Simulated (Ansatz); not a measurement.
# C2H8BClO2: the cost of one run

Program: Ansatz 0.2.0. Level of theory: RKS PBE0-D4/def2-SVP. These are calculated values, not measurements.

## 1. The starting structure

Bond lengths: B1–C2 1.863 Å, C2–C3 1.525 Å, B1–O4 1.358 Å, B1–O5 1.363 Å, B1–H6 1.378 Å, B1–Cl7 2.178 Å, C2–H8 1.091 Å, C2–H9 1.088 Å, C3–H10 1.086 Å, C3–H11 1.087 Å, C3–H12 1.089 Å, O4–H13 0.956 Å, O5–H14 0.955 Å. Angles (14 of 24 angles, heavy atoms first): B1–C2–C3 117.1°, C2–B1–O4 106.3°, C2–B1–O5 112.8°, C2–B1–Cl7 101.6°, O4–B1–O5 121.1°, O4–B1–Cl7 108.4°, O5–B1–Cl7 104.8°, B1–C2–H8 121.3°, B1–C2–H9 86.8°, C3–C2–H8 111.5°, C3–C2–H9 109.2°, C2–B1–H6 48.1°, O4–B1–H6 114.8°, O5–B1–H6 124.1°.

Coordinates:

```xyz
14

B    -1.0676    0.2032    0.2349
C     0.6819   -0.4248    0.3633
C     1.5589   -0.2990   -0.8780
O    -1.4254    0.0707   -1.0689
O    -1.8686   -0.2595    1.2353
H     0.1303    0.8525    0.4429
Cl   -0.8067    2.3222    0.6640
H     1.2634   -0.2974    1.2777
H     0.2551   -1.4251    0.4004
H     0.9482   -0.3969   -1.7708
H     2.0599    0.6649   -0.9109
H     2.3182   -1.0792   -0.8878
H    -2.3673    0.0499   -1.2311
H    -1.6802    0.0186    2.1289
```

## 2. Pulling towards end A

Springs on the bonds that form and break draw the guess towards this end; the thresholds are loose.

The input, input.yaml:

```yaml
crystal:
  periodic: [false, false, false]
  atoms:
    - { symbol: B, position_ang: [-1.0676, 0.2032, 0.2349] }
    - { symbol: C, position_ang: [0.6819, -0.4248, 0.3633] }
    - { symbol: C, position_ang: [1.5589, -0.299, -0.878] }
    - { symbol: O, position_ang: [-1.4254, 0.0707, -1.0689] }
    - { symbol: O, position_ang: [-1.8686, -0.2595, 1.2353] }
    - { symbol: H, position_ang: [0.1303, 0.8525, 0.4429] }
    - { symbol: Cl, position_ang: [-0.8067, 2.3222, 0.664] }
    - { symbol: H, position_ang: [1.2634, -0.2974, 1.2777] }
    - { symbol: H, position_ang: [0.2551, -1.4251, 0.4004] }
    - { symbol: H, position_ang: [0.9482, -0.3969, -1.7708] }
    - { symbol: H, position_ang: [2.0599, 0.6649, -0.9109] }
    - { symbol: H, position_ang: [2.3182, -1.0792, -0.8878] }
    - { symbol: H, position_ang: [-2.3673, 0.0499, -1.2311] }
    - { symbol: H, position_ang: [-1.6802, 0.0186, 2.1289] }
basis:
  gaussian: { orbitals: def2-SVP }
hamiltonian:
  xc: pbe0
  dispersion: d4
relax:
  f_tol: 0.15
  max_steps: 25
  restrain:
    - { distance: [0, 6], at: 3.16, k: 30.0 }
    - { distance: [5, 1], at: 2.37, k: 30.0 }
    - { distance: [0, 1], at: 1.6, k: 30.0 }
    - { distance: [5, 6], at: 1.33, k: 30.0 }
```

Launch:

```
> ansatz run input.yaml --threads 4 --pin off --max-ram 5120MiB --backend cpu --events-out ev --progress --plain --runs-dir out
```

Q: Estimate wall time and peak memory on 4 threads of Arm Neoverse N1, shared host.

About 86 s, with a peak of 0.33 GiB.
